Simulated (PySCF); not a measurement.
**BLYP/6-31G(d) (spherical functions, max memory mb 1860) run of CH4BFO (SMILES CB(O)F)**

Aim: a structure relaxation of CH4BFO. The job is set up through a Python script.

The calculation is run with PySCF 2.14.0.

### Step 1. Starting point

The species is CH4BFO (8 atoms), meant as a singlet with charge 0. As SMILES, `CB(O)F`. The shape is that of a PBE0-D4/def2-TZVP optimisation. This is one conformer, not always the lowest. The run starts from this shape.

Bond lengths: C1–B2 1.558 Å, B2–O3 1.353 Å, B2–F4 1.343 Å, C1–H5 1.094 Å, C1–H6 1.090 Å, C1–H7 1.094 Å, O3–H8 0.962 Å. Angles: C1–B2–O3 122.1°, C1–B2–F4 119.9°, O3–B2–F4 118.0°, B2–C1–H5 110.3°, B2–C1–H6 112.6°, B2–C1–H7 110.2°, B2–O3–H8 112.8°, H5–C1–H6 108.7°, H5–C1–H7 106.1°, H6–C1–H7 108.7°.

### Step 2. A structure relaxation at BLYP/6-31G(d) (spherical functions, max memory mb 1860)

Input file run.py:

```python
from pyscf import gto, dft
from pyscf.geomopt.geometric_solver import kernel as optimise

system = gto.M(
    atom='''
C     -0.375600     0.897500    -0.278300
B      0.324600    -0.465700     0.003700
O     -0.051000    -1.270300     1.024700
F      1.335700    -0.873300    -0.779900
H     -0.786300     0.909700    -1.292400
H     -1.178800     1.109000     0.426900
H      0.352700     1.713000    -0.235500
H      0.471000    -2.077000     1.075000
''',
    max_memory=1860,
    verbose=3,
    spin=0,
    basis='6-31g*',
)

mf = dft.RKS(system, xc='blyp')
mf.grids.level = 4
mf.conv_tol = 1e-10
converged, mol_eq = optimise(mf, maxsteps=60, convergence_set='GAU_TIGHT')
print('converged:', converged)
print(mol_eq.tostring())

mf.reset(mol_eq)
system = mol_eq
mf.kernel()
if not mf.converged:
    mf = mf.newton().run(mf.mo_coeff, mf.mo_occ)
e_final = mf.e_tot
print('E = %.10f Eh' % e_final)
```

Launch:

```
$ OMP_NUM_THREADS=1 python run.py
```

What values should one expect? Wanted: total energy at the end; dipole moment; HOMO energy; LUMO energy; HOMO–LUMO gap.

Answer, from the run:

Level: BLYP/6-31G* (spherical functions, max memory mb 1860).

```
               quantity          value
total energy at the end  -240.47885 Eh
          dipole moment         0.58 D
            HOMO energy       -7.68 eV
            LUMO energy        0.46 eV
          HOMO–LUMO gap        8.14 eV
```

What this shows: At the final geometry: Bond lengths: C1–B2 1.576 Å, B2–O3 1.371 Å, B2–F4 1.360 Å, C1–H5 1.105 Å, C1–H6 1.101 Å, C1–H7 1.105 Å, O3–H8 0.981 Å. Angles: C1–B2–O3 121.3°, C1–B2–F4 120.5°, O3–B2–F4 118.2°, B2–C1–H5 110.7°, B2–C1–H6 112.5°, B2–C1–H7 110.7°, B2–O3–H8 110.8°, H5–C1–H6 108.3°, H5–C1–H7 106.0°, H6–C1–H7 108.3°. The optimisation took 24 steps and changed the energy by -0.034 eV.
